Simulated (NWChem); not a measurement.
**Plane-wave run on SiC (zincblende type)**

```yaml
crystal:
  lattice:
    - [0.00000, 2.17699, 2.17699]
    - [2.17699, 0.00000, 2.17699]
    - [2.17699, 2.17699, 0.00000]
  atoms:
    - { symbol: C, position: [0.25000, 0.25000, 0.25000] }
    - { symbol: Si, position: [0.00000, 0.00000, 0.00000] }
```

The numbers come from NWChem runs, not from measurements. Origin of the cell: lattice set by a structure generator, not relaxed at this level.

Norm-conserving pseudopotentials with valence charges C 4, Si 4, fixed occupations, no spin-orbit coupling, density cut at twice the wavefunction cutoff.

Level: LDA (Vosko), Troullier-Martins, cutoff 35 Ha, density from a 6×6×6 mesh. Bands run along Γ–X–U|K–Γ–L–W–X with k in units of the cell's reciprocal vectors.

**Question.** What gap does the band structure show, and how wide is the group of occupied bands?

**Answer.** It shows an indirect gap along this path of 1.33 eV from Γ to X (smallest direct gap on this path 4.54 eV). The 4 occupied bands reach 15.4 eV below the valence-band top.
